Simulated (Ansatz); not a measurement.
# BHO: the cost of one run

Program: Ansatz 0.2.0, Gaussian basis. Level of theory: PBE0-D4/def2-TZVP structures, single points in def2-TZVPP, no counterpoise correction. These are calculated values, not measurements.

Levels: SPW92, PBE-D4, BLYP-D4, r2SCAN-D4, B97M-V, PBE0-D4, B3LYP-D4, r2SCAN0-D4, BHLYP-D4, CAM-B3LYP-D4, wB97X-V, wB97M-V, B2PLYP, PBE-QIDH, RPA on PBE, Hartree-Fock, MP2, CCSD, CCSD(T).

Correlated methods freeze the cores. B3LYP uses VWN-RPA correlation. B2PLYP carries no dispersion term here.

57 further runs of the same task are left out: 1 that didn't finish, 56 set aside as unsound or not needed.

### 1 The starting structure

The complex: 9 atoms, charge 0, spin multiplicity 1.

Atoms are counted from 1 here; the program's logs count them from 0.

Bond lengths: B1–O4 1.227 Å, B1–H6 1.189 Å, O2–C3 1.427 Å, O2–H5 0.967 Å, C3–H7 1.091 Å, C3–H8 1.092 Å, C3–H9 1.088 Å. Angles: O4–B1–H6 149.9°, C3–O2–H5 111.8°, O2–C3–H7 109.9°, O2–C3–H8 111.2°, O2–C3–H9 106.6°, H7–C3–H8 110.3°, H7–C3–H9 109.3°, H8–C3–H9 109.4°.

As a file:

```
B    -1.56019    0.24895    0.50789
O     0.25098    0.43272    0.42718
C     1.04623   -0.43760   -0.37741
O    -2.08094    1.34098    0.30173
H     0.27906    1.34408    0.10571
H    -1.66367   -0.91356    0.73678
H     2.10404   -0.21730   -0.22880
H     0.78572   -0.34727   -1.43415
H     0.83867   -1.45100   -0.03903
```

Its parts: BHO holds atoms 1, 4, 6; CH₄O holds atoms 2, 3, 5, 7, 8, 9. Each part counts its atoms afresh in its own runs.

### 2 Relaxing BHO alone

Contents of relax-a/in.yaml:

```yaml
crystal:
  periodic: [false, false, false]
  atoms:
    - {symbol: B, position_ang: [-1.560192, 0.248951, 0.507888]}
    - {symbol: O, position_ang: [-2.080939, 1.340977, 0.301731]}
    - {symbol: H, position_ang: [-1.663672, -0.913558, 0.736782]}
basis:
  gaussian: {orbitals: def2-TZVP}
hamiltonian: {xc: pbe0, dispersion: d4}
relax: {f_tol: 0.005, max_steps: 200}
```

Command:

```
> ansatz run in.yaml --threads 2 --pin off --events-out ev --progress --plain --max-ram 4352MiB
```

**Question.** How long does this run take on 2 threads of Intel Xeon Platinum 8175M at 2.50GHz, shared host?

About 3.3 s.
